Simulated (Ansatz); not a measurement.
# SiAsH₂ (quartet): relaxing a cheap start

Where does this start of SiAsH₂ (quartet) end when it is relaxed?

Program: Ansatz 0.2.0, Gaussian basis. Level of theory: UKS PBE0/def2-TZVP. These are calculated values, not measurements.

### 1 The system as given

4 atoms, charge 0, spin multiplicity 4.

Atoms are counted from 1 here; the program's logs count them from 0.

Bond lengths: Si1–As2 2.400 Å, Si1–H3 1.483 Å, As2–H4 1.511 Å. Angles: As2–Si1–H3 114.3°, Si1–As2–H4 91.5°.

Coordinates:

```xyz
4
charge 0, multiplicity 4
Si   -1.70509   -0.29005    0.00565
As    0.66044    0.11449   -0.00219
H    -2.53377    0.93993    0.00700
H     0.95329   -1.36789   -0.00160
```

The start was built by rule and, where that kept it together, relaxed with GFN2-xTB. Sticks and bond lists go by distance. No spin-orbit coupling is included. 

### 2 The run

File in.yaml:

```yaml
crystal:
  periodic: [false, false, false]
  atoms:
    - {symbol: Si, position_ang: [-1.705090, -0.290052, 0.005647]}
    - {symbol: As, position_ang: [0.660441, 0.114488, -0.002190]}
    - {symbol: H, position_ang: [-2.533774, 0.939932, 0.006996]}
    - {symbol: H, position_ang: [0.953285, -1.367892, -0.001600]}
basis:
  gaussian: {orbitals: def2-TZVP}
magnetization: {spin_polarized: true, initial_magnetization: 3}
hamiltonian: {xc: pbe0}
relax: {f_tol: 0.004, max_steps: 80}
```

Command:

```sh
ansatz run in.yaml --threads 1 --pin off --events-out ev --progress --plain --max-ram 2176MiB
```

Q: Predict the outcome of this session. Wanted: energy gained; shift from the start; total energy; dipole moment; ⟨S²⟩.

**Answer**, as computed:

```
                  quantity           value
                     steps               4
             energy gained        0.009 eV
shift from the start (rms)         0.028 Å
              total energy  -68737.6568 eV
             dipole moment          0.56 D
                      ⟨S²⟩           3.760
```

In words: The bonds of the start are those of the end. Si1–As2 went from 2.400 to 2.429 Å. No vibrations were run, so this is a stationary point, not a proven minimum, and this spin need not be the ground state's.
